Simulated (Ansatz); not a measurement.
# Sr4HfO: the cost of one run

Program: Ansatz 0.2.0. Level of theory: DFT PBE, scalar-relativistic, plane waves, PAW. These are calculated values, not measurements.

**1. Starting point**

The structure is hexagonal, space group P-6m2 (No. 187). The conventional cell has a = 6.215 Å, b = 6.215 Å, c = 4.721 Å, α = 90.00°, β = 90.00°, γ = 120.00°. Around Sr (site symmetry -6m2) lie 6 Sr at 2.96 Å. Sr (site symmetry mm2) is surrounded by 6 Sr at 2.96 to 3.13 Å and 2 O at 2.97 Å. Hf (site symmetry -6m2) has 3 O at 3.59 Å and 15 Sr at 3.59 to 3.90 Å as nearest neighbours. O (site symmetry -6m2) has 9 Sr at 2.97 to 3.59 Å and 3 Hf at 3.59 Å as nearest neighbours.

As a file:

```cif
data_structure
_symmetry_space_group_name_H-M 'P 1'
_symmetry_Int_Tables_number 1
_cell_length_a 6.2153
_cell_length_b 6.2153
_cell_length_c 4.7209
_cell_angle_alpha 90.000
_cell_angle_beta 90.000
_cell_angle_gamma 120.000
_cell_volume 157.93
loop_
_atom_site_label
_atom_site_type_symbol
_atom_site_fract_x
_atom_site_fract_y
_atom_site_fract_z
_atom_site_occupancy
Sr1 Sr 0.33333 0.66667 0.00000 1
Sr2 Sr 0.16764 0.33528 0.50000 1
Sr3 Sr 0.66472 0.83236 0.50000 1
Sr4 Sr 0.16764 0.83236 0.50000 1
Hf1 Hf 0.66667 0.33333 0.00000 1
O1 O 0.00000 0.00000 0.00000 1
```

Recipe of the guess: species swapped into a database cell of NdAlCu4 (P-6m2, No. 187), with Hf on the Nd sites, O on the Al sites and Sr on the Cu sites. Its size is a rough estimate.

**2. Probe: one point on a coarse mesh**

Input file input.yaml:

```yaml
crystal:
  lattice:
    - [6.21528277, 0.0, 0.0]
    - [-3.10764138, 5.38259277, 0.0]
    - [0.0, 0.0, 4.72088955]
  atoms:
    - { symbol: Sr, position: [0.33333333, 0.66666667, 0.0] }
    - { symbol: Sr, position: [0.16763965, 0.33527931, 0.5] }
    - { symbol: Sr, position: [0.66472069, 0.83236035, 0.5] }
    - { symbol: Sr, position: [0.16763965, 0.83236035, 0.5] }
    - { symbol: Hf, position: [0.66666667, 0.33333333, 0.0] }
    - { symbol: O, position: [0.0, 0.0, 0.0] }
basis:
  ecutwfc: 420
kpoints:
  mp_grid: { grid: [3, 3, 4] }
hamiltonian:
  xc: pbe
scf:
  occupations: { method: gaussian, width: 0.1 }
  lower_state_search: "off"
output:
  forces: true
  stress: true
  eigenvalues: true
```

The run is started by

```
ansatz run input.yaml --threads 1 --pin off --max-ram 2560MiB --backend cpu --events-out ev --progress --plain --runs-dir out
```

What time and memory should one allow on 1 thread of Intel Xeon at 2.70GHz, shared host?

About 9.9 s, with a peak of 0.4 GiB.
